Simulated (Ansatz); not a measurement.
# AsH3+ (doublet): wB97M-V, B2PLYP over a scan of the distance As1–H3, 6-31G

Aim: run AsH3+ (doublet) with these functionals over a scan of the distance As1–H3, and hold them against the top wave-function level at the same points.

Program: Ansatz 0.2.0, Gaussian basis. Level of theory: 6-31G, all electrons in the functionals, frozen cores in the correlation of double hybrids and RPA. These are calculated values, not measurements.

The runs, in order: wB97M-V, B2PLYP, at 1.226 Å; 1.340 Å; 1.497 Å; 1.678 Å; 1.806 Å; 2.024 Å; 2.343 Å; 2.767 Å; 3.246 Å; 4.068 Å; 5.137 Å.

15 further runs of the same task are left out: 1 for a known fault of the program, 10 that didn't finish, 4 set aside as unsound or not needed.

**1. What is computed**

The geometry derives from a PBE0/def2-TZVP stationary point (not a proven minimum). One bond is set to the value named and the two fragments are kept rigid. No spin-orbit coupling is included. The filled d shell of As may be among the frozen orbitals whatever the setting's name suggests; the logs give the count.

4 atoms, charge 1, spin multiplicity 2.

Atoms are counted from 1 here; the program's logs count them from 0.

Bond lengths: As1–H2 1.497 Å, As1–H3 1.497 Å, As1–H4 1.497 Å. Angles: H2–As1–H3 112.5°, H2–As1–H4 112.5°, H3–As1–H4 112.5°.

No dispersion term is added; wB97M-V holds VV10 nonlocal correlation.

The geometry shown and the zero of energy belong to the point 1.497 Å. The yardstick, FCI, and other wave-function levels (R restricted, U unrestricted, valence and pair active spaces) come from earlier runs.

**2. wB97M-V, 1.226 Å**

The input, in.yaml:

```yaml
crystal:
  periodic: [false, false, false]
  atoms:
    - {symbol: As, position_ang: [-0.001659, 0.002886, -0.015221]}
    - {symbol: H, position_ang: [1.434453, 0.016648, 0.406901]}
    - {symbol: H, position_ang: [-0.600983, 1.017273, 0.323754]}
    - {symbol: H, position_ang: [-0.710184, -1.248408, 0.400771]}
basis:
  gaussian: {orbitals: 6-31G}
total_charge: 1
magnetization: {spin_polarized: true, initial_magnetization: 1}
hamiltonian: {xc: {name: wB97M-V}}
output: {forces: true, orbitals: {seedname: orbitals}}
```

Started as:

```console
$ ansatz run in.yaml --threads 1 --pin off --events-out ev --progress --plain --max-ram 2393MiB
```

Log, shortened:

```text
Functional definition: wB97M-V
  name "wB97M-V"
  cite "Mardirossian & Head-Gordon, J. Chem. Phys. 144, 214110 (2016) doi:10.1063/1.4952647"
  cite "Becke, J. Chem. Phys. 107, 8554 (1997) doi:10.1063/1.475007"
  cite "Vydrov & Van Voorhis, J. Chem. Phys. 133, 244103 (2010) doi:10.1063/1.3521275"
  # Of w^i u^j: cxij and so on, Table III.
[...]
  gx(w, u) = 1 - cx + cx01*u + cx10*w
  gss(w, u) = css00 + css04*u^4 + css10*w + css20*w^2 + css43*w^4*u^3
  gos(w, u) = cos00 + cos10*w + (cos20 + cos21*u)*w^2 + (cos60 + cos61*u)*w^6
[...]
      + integral(e_c_pw_mod_opposite_spin*gos(b97_w_opposite, b97_u_opposite)) + vv10(b, c)
346 factors; integrals over basis functions are off by at most 6.0e-4 eV
97 factors; integrals over basis functions are off by at most 1.6e-5 eV
[...]
mean field -60865.24574157 eV, -2236.7565250574 hartree, gradient 2.2e-5 eV, S^2 0.751089; 0 other end points of the search recorded, 0 dependent functions left out
[...]
reference -60865.24577046 eV, -2236.7565261192 hartree; 18, 17 occupied and 17, 18 virtual orbitals, 346 factors
Total energy: -60865.24577046 eV, -2236.7565261192 hartree
Atom 0 at    -0.001659     0.002886    -0.015221 Å, force     5.038065    -8.529235    -2.424674 eV/Å
Atom 1 at     1.434453     0.016648     0.406901 Å, force    -0.112552    -0.048083    -0.133125 eV/Å
Atom 2 at    -0.600983     1.017273     0.323754 Å, force    -5.022605     8.501739     2.690325 eV/Å
Atom 3 at    -0.710184    -1.248408     0.400771 Å, force     0.097092     0.075579    -0.132526 eV/Å
Dipole moment:     0.003433    -0.006436     0.127047 e Å
```

Wall time 3.4 s (1 thread of Arm Neoverse V2, shared host).

From the report: ⟨S²⟩ of the determinant 0.751 (pure doublet: 0.75).

**3. wB97M-V, 1.340 Å**

The input, in.yaml:

```yaml
crystal:
  periodic: [false, false, false]
  atoms:
    - {symbol: As, position_ang: [-0.000938, 0.001666, -0.015629]}
    - {symbol: H, position_ang: [1.435174, 0.015427, 0.406493]}
    - {symbol: H, position_ang: [-0.655990, 1.110377, 0.354866]}
    - {symbol: H, position_ang: [-0.709464, -1.249627, 0.400363]}
basis:
  gaussian: {orbitals: 6-31G}
total_charge: 1
magnetization: {spin_polarized: true, initial_magnetization: 1}
hamiltonian: {xc: {name: wB97M-V}}
output: {orbitals: {seedname: orbitals}}
```

Same command.

Log, shortened:

```text
Functional definition: wB97M-V
  name "wB97M-V"
  cite "Mardirossian & Head-Gordon, J. Chem. Phys. 144, 214110 (2016) doi:10.1063/1.4952647"
  cite "Becke, J. Chem. Phys. 107, 8554 (1997) doi:10.1063/1.475007"
  cite "Vydrov & Van Voorhis, J. Chem. Phys. 133, 244103 (2010) doi:10.1063/1.3521275"
  # Of w^i u^j: cxij and so on, Table III.
[...]
  gx(w, u) = 1 - cx + cx01*u + cx10*w
[...]
346 factors; integrals over basis functions are off by at most 5.0e-4 eV
97 factors; integrals over basis functions are off by at most 1.7e-5 eV
[...]
mean field -60866.05239332 eV, -2236.7861689625 hartree, gradient 2.8e-5 eV, S^2 0.751036; 0 other end points of the search recorded, 0 dependent functions left out
reference -60866.05242217 eV, -2236.7861700226 hartree; 18, 17 occupied and 17, 18 virtual orbitals, 346 factors
Total energy: -60866.05242217 eV, -2236.7861700226 hartree
```

Wall time 2.9 s (1 thread of Arm Neoverse V2, shared host).

From the report: ⟨S²⟩ of the determinant 0.751 (pure doublet: 0.75).

**4. wB97M-V, 1.497 Å**

The input, in.yaml:

```yaml
crystal:
  periodic: [false, false, false]
  atoms:
    - {symbol: As, position_ang: [0.000054, -0.000013, -0.016190]}
    - {symbol: H, position_ang: [1.436166, 0.013750, 0.405932]}
    - {symbol: H, position_ang: [-0.731713, 1.238539, 0.397694]}
    - {symbol: H, position_ang: [-0.708471, -1.251307, 0.399802]}
basis:
  gaussian: {orbitals: 6-31G}
total_charge: 1
magnetization: {spin_polarized: true, initial_magnetization: 1}
hamiltonian: {xc: {name: wB97M-V}}
output: {forces: true, orbitals: {seedname: orbitals}}
```

Same command.

Log:

```text
Functional definition: wB97M-V
  name "wB97M-V"
  cite "Mardirossian & Head-Gordon, J. Chem. Phys. 144, 214110 (2016) doi:10.1063/1.4952647"
  cite "Becke, J. Chem. Phys. 107, 8554 (1997) doi:10.1063/1.475007"
  cite "Vydrov & Van Voorhis, J. Chem. Phys. 133, 244103 (2010) doi:10.1063/1.3521275"
  # Of w^i u^j: cxij and so on, Table III.
  parameter omega = 0.3/bohr
  parameter cx = 0.15
  parameter cx01 = 1.007
  parameter cx10 = 0.259
  parameter css00 = 0.443
  parameter css04 = -1.437
  parameter css10 = -4.535
  parameter css20 = -3.390
  parameter css43 = 4.278
  parameter cos00 = 1.000
  parameter cos10 = 1.358
  parameter cos20 = 2.924
  parameter cos21 = -8.812
  parameter cos60 = -1.390
  parameter cos61 = 9.142
  parameter b = 6.0
  parameter c = 0.01
  gx(w, u) = 1 - cx + cx01*u + cx10*w
  gss(w, u) = css00 + css04*u^4 + css10*w + css20*w^2 + css43*w^4*u^3
  gos(w, u) = cos00 + cos10*w + (cos20 + cos21*u)*w^2 + (cos60 + cos61*u)*w^6
  exchange = spin_sum(e_x_unif_sr(omega)*gx(b97_w, b97_u_x)) + cx*exact_x_sr(omega) + exact_x_lr(omega)
  correlation = spin_sum(e_c_pw_mod_same_spin*gss(b97_w, b97_u_same))
      + integral(e_c_pw_mod_opposite_spin*gos(b97_w_opposite, b97_u_opposite)) + vv10(b, c)
346 factors; integrals over basis functions are off by at most 4.2e-4 eV
97 factors; integrals over basis functions are off by at most 1.8e-5 eV
mean field evaluation 1: about -60866.2485 eV, gradient 3.8e0 eV
mean field evaluation 2: about -60866.3407 eV, gradient 2.0e0 eV
mean field evaluation 4: about -60866.3502 eV, gradient 1.2e-1 eV
mean field evaluation 8: about -60866.3512 eV, gradient 1.3e-3 eV
mean field -60866.35118698 eV, -2236.7971494268 hartree, gradient 3.6e-5 eV, S^2 0.750971; 0 other end points of the search recorded, 0 dependent functions left out
the calculation of the forces begins
reference -60866.35121589 eV, -2236.7971504895 hartree; 18, 17 occupied and 17, 18 virtual orbitals, 346 factors
Total energy: -60866.35121589 eV, -2236.7971504895 hartree
Atom 0 at     0.000054    -0.000013    -0.016190 Å, force    -0.000427     0.000128     0.156452 eV/Å
Atom 1 at     1.436166     0.013750     0.405932 Å, force    -0.062520    -0.000628    -0.052377 eV/Å
Atom 2 at    -0.731713     1.238539     0.397694 Å, force     0.031979    -0.053970    -0.051991 eV/Å
Atom 3 at    -0.708471    -1.251307     0.399802 Å, force     0.030967     0.054469    -0.052083 eV/Å
Dipole moment:    -0.000446     0.000109     0.133691 e Å
```

It took 3.4 s on 1 thread of Arm Neoverse V2, shared host.

From the report: ⟨S²⟩ of the determinant 0.751 (pure doublet: 0.75).

**5. wB97M-V, 1.678 Å**

The input, in.yaml:

```yaml
crystal:
  periodic: [false, false, false]
  atoms:
    - {symbol: As, position_ang: [0.001199, -0.001951, -0.016837]}
    - {symbol: H, position_ang: [1.437311, 0.011812, 0.405285]}
    - {symbol: H, position_ang: [-0.819085, 1.386419, 0.447111]}
    - {symbol: H, position_ang: [-0.707326, -1.253245, 0.399155]}
basis:
  gaussian: {orbitals: 6-31G}
total_charge: 1
magnetization: {spin_polarized: true, initial_magnetization: 1}
hamiltonian: {xc: {name: wB97M-V}}
output: {orbitals: {seedname: orbitals}}
```

Launched as before.

Log, shortened:

```text
Functional definition: wB97M-V
  name "wB97M-V"
  cite "Mardirossian & Head-Gordon, J. Chem. Phys. 144, 214110 (2016) doi:10.1063/1.4952647"
  cite "Becke, J. Chem. Phys. 107, 8554 (1997) doi:10.1063/1.475007"
  cite "Vydrov & Van Voorhis, J. Chem. Phys. 133, 244103 (2010) doi:10.1063/1.3521275"
  # Of w^i u^j: cxij and so on, Table III.
[...]
  gx(w, u) = 1 - cx + cx01*u + cx10*w
[...]
346 factors; integrals over basis functions are off by at most 4.3e-4 eV
97 factors; integrals over basis functions are off by at most 1.8e-5 eV
[...]
mean field -60866.09172395 eV, -2236.7876143365 hartree, gradient 6.7e-5 eV, S^2 0.750874; 0 other end points of the search recorded, 0 dependent functions left out
reference -60866.09175319 eV, -2236.7876154110 hartree; 18, 17 occupied and 17, 18 virtual orbitals, 346 factors
Total energy: -60866.09175319 eV, -2236.7876154110 hartree
```

Wall time 4.1 s (1 thread of Arm Neoverse V2, shared host).

From the report: ⟨S²⟩ of the determinant 0.751 (pure doublet: 0.75).

From 1.497 Å: +25.0 kJ/mol.

**6. wB97M-V, 1.806 Å**

The input, in.yaml:

```yaml
crystal:
  periodic: [false, false, false]
  atoms:
    - {symbol: As, position_ang: [0.002008, -0.003320, -0.017295]}
    - {symbol: H, position_ang: [1.438120, 0.010443, 0.404827]}
    - {symbol: H, position_ang: [-0.880848, 1.490956, 0.482044]}
    - {symbol: H, position_ang: [-0.706517, -1.254614, 0.398697]}
basis:
  gaussian: {orbitals: 6-31G}
total_charge: 1
magnetization: {spin_polarized: true, initial_magnetization: 1}
hamiltonian: {xc: {name: wB97M-V}}
output: {orbitals: {seedname: orbitals}}
```

Same command.

Log, shortened:

```text
Functional definition: wB97M-V
  name "wB97M-V"
  cite "Mardirossian & Head-Gordon, J. Chem. Phys. 144, 214110 (2016) doi:10.1063/1.4952647"
  cite "Becke, J. Chem. Phys. 107, 8554 (1997) doi:10.1063/1.475007"
  cite "Vydrov & Van Voorhis, J. Chem. Phys. 133, 244103 (2010) doi:10.1063/1.3521275"
  # Of w^i u^j: cxij and so on, Table III.
[...]
  gx(w, u) = 1 - cx + cx01*u + cx10*w
[...]
346 factors; integrals over basis functions are off by at most 4.4e-4 eV
97 factors; integrals over basis functions are off by at most 1.9e-5 eV
[...]
mean field -60865.72848121 eV, -2236.7742654121 hartree, gradient 3.8e-5 eV, S^2 0.750755; 0 other end points of the search recorded, 0 dependent functions left out
reference -60865.72851068 eV, -2236.7742664950 hartree; 18, 17 occupied and 17, 18 virtual orbitals, 346 factors
Total energy: -60865.72851068 eV, -2236.7742664950 hartree
```

Run time: 3.2 s. Hardware: 1 thread of Arm Neoverse V2, shared host.

From the report: ⟨S²⟩ of the determinant 0.751 (pure doublet: 0.75).

From 1.497 Å: +60.1 kJ/mol.

**7. wB97M-V, 2.024 Å**

The input, in.yaml:

```yaml
crystal:
  periodic: [false, false, false]
  atoms:
    - {symbol: As, position_ang: [0.003386, -0.005653, -0.018075]}
    - {symbol: H, position_ang: [1.439498, 0.008110, 0.404047]}
    - {symbol: H, position_ang: [-0.986039, 1.668996, 0.541539]}
    - {symbol: H, position_ang: [-0.705139, -1.256947, 0.397917]}
basis:
  gaussian: {orbitals: 6-31G}
total_charge: 1
magnetization: {spin_polarized: true, initial_magnetization: 1}
hamiltonian: {xc: {name: wB97M-V}}
output: {forces: true, orbitals: {seedname: orbitals}}
```

The command is unchanged.

Log:

```text
Functional definition: wB97M-V
  name "wB97M-V"
  cite "Mardirossian & Head-Gordon, J. Chem. Phys. 144, 214110 (2016) doi:10.1063/1.4952647"
  cite "Becke, J. Chem. Phys. 107, 8554 (1997) doi:10.1063/1.475007"
  cite "Vydrov & Van Voorhis, J. Chem. Phys. 133, 244103 (2010) doi:10.1063/1.3521275"
  # Of w^i u^j: cxij and so on, Table III.
  parameter omega = 0.3/bohr
  parameter cx = 0.15
  parameter cx01 = 1.007
  parameter cx10 = 0.259
  parameter css00 = 0.443
  parameter css04 = -1.437
  parameter css10 = -4.535
  parameter css20 = -3.390
  parameter css43 = 4.278
  parameter cos00 = 1.000
  parameter cos10 = 1.358
  parameter cos20 = 2.924
  parameter cos21 = -8.812
  parameter cos60 = -1.390
  parameter cos61 = 9.142
  parameter b = 6.0
  parameter c = 0.01
  gx(w, u) = 1 - cx + cx01*u + cx10*w
  gss(w, u) = css00 + css04*u^4 + css10*w + css20*w^2 + css43*w^4*u^3
  gos(w, u) = cos00 + cos10*w + (cos20 + cos21*u)*w^2 + (cos60 + cos61*u)*w^6
  exchange = spin_sum(e_x_unif_sr(omega)*gx(b97_w, b97_u_x)) + cx*exact_x_sr(omega) + exact_x_lr(omega)
  correlation = spin_sum(e_c_pw_mod_same_spin*gss(b97_w, b97_u_same))
      + integral(e_c_pw_mod_opposite_spin*gos(b97_w_opposite, b97_u_opposite)) + vv10(b, c)
347 factors; integrals over basis functions are off by at most 4.5e-4 eV
98 factors; integrals over basis functions are off by at most 1.8e-5 eV
mean field evaluation 1: about -60864.6583 eV, gradient 5.6e0 eV
mean field evaluation 2: about -60864.9432 eV, gradient 3.8e0 eV
mean field evaluation 4: about -60864.9973 eV, gradient 2.0e-1 eV
mean field evaluation 8: about -60864.9986 eV, gradient 2.9e-2 eV
mean field evaluation 16: about -60864.9986 eV, gradient 8.6e-5 eV
mean field -60864.99864949 eV, -2236.7474445911 hartree, gradient 8.6e-5 eV, S^2 0.750863; 0 other end points of the search recorded, 0 dependent functions left out
the calculation of the forces begins
reference -60864.99867928 eV, -2236.7474456857 hartree; 18, 17 occupied and 17, 18 virtual orbitals, 347 factors
Total energy: -60864.99867928 eV, -2236.7474456857 hartree
Atom 0 at     0.003386    -0.005653    -0.018075 Å, force    -1.742338     2.950401     0.694283 eV/Å
Atom 1 at     1.439498     0.008110     0.404047 Å, force     0.068167    -0.035217     0.103144 eV/Å
Atom 2 at    -0.986039     1.668996     0.541539 Å, force     1.676760    -2.838230    -0.900370 eV/Å
Atom 3 at    -0.705139    -1.256947     0.397917 Å, force    -0.002589    -0.076954     0.102942 eV/Å
Dipole moment:    -0.044808     0.075142     0.169406 e Å
```

Wall time 4 s (1 thread of Arm Neoverse V2, shared host).

From the report: ⟨S²⟩ of the determinant 0.751 (pure doublet: 0.75).

From 1.497 Å: +130.5 kJ/mol.

[end of part 1 of 3]
